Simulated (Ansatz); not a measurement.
The system is NiMoIrPdW.

```
CELL_PARAMETERS angstrom
4.11705 0.00000 0.00000
-2.05853 3.56547 0.00000
0.00000 0.00000 5.44580
ATOMIC_POSITIONS crystal
Ni 0.00000 0.00000 0.95775
Mo 0.66667 0.33333 0.96161
Pd 0.66667 0.33333 0.46295
Ir 0.33333 0.66667 0.72572
W 0.33333 0.66667 0.23642
```

The cell was built by a generator and needn't be a form met in nature.

Program: Ansatz 0.2.0. Alike in all runs: cell as given; smearing fermi-dirac 0.05 eV; the mesh is coarse, so values aren't converged. Hardware: 8 threads of Intel(R) Xeon(R) 6975P-C (Granite Rapids), with other jobs on the host.

Order these runs on this cell by their wall time, lowest first.
A. task band structure; level PBE; potentials or basis all-electron LAPW, scalar-relativistic; spin collinear, ferromagnetic start; k mesh 5 × 5 × 3; cutoff (eV) 315; basis error allowed 0.002 eV/atom
B. task single point; level PBE; potentials or basis all-electron LAPW, scalar-relativistic; spin collinear, ferromagnetic start; k mesh 4 × 4 × 2; cutoff (eV) 284; basis error allowed 0.005 eV/atom
C. task band structure; level BLYP; potentials or basis all-electron LAPW, scalar-relativistic; spin collinear, ferromagnetic start; k mesh 6 × 6 × 4; cutoff (eV) 314; basis error allowed 0.002 eV/atom
D. task band structure; level PBE; potentials or basis all-electron LAPW, relativistic spinors; spin non-collinear, ferromagnetic start, SOC; k mesh 5 × 5 × 3; cutoff (eV) 315; basis error allowed 0.002 eV/atom

B (11 s), A (27 s), C (62 s), D (390 s).

Caveats: some runs use coarse meshes; the k mesh is thin for a metal, which can move the energy by tens of meV per atom; the starting moments weren't kept; the magnetic state may not be the lowest (some runs).
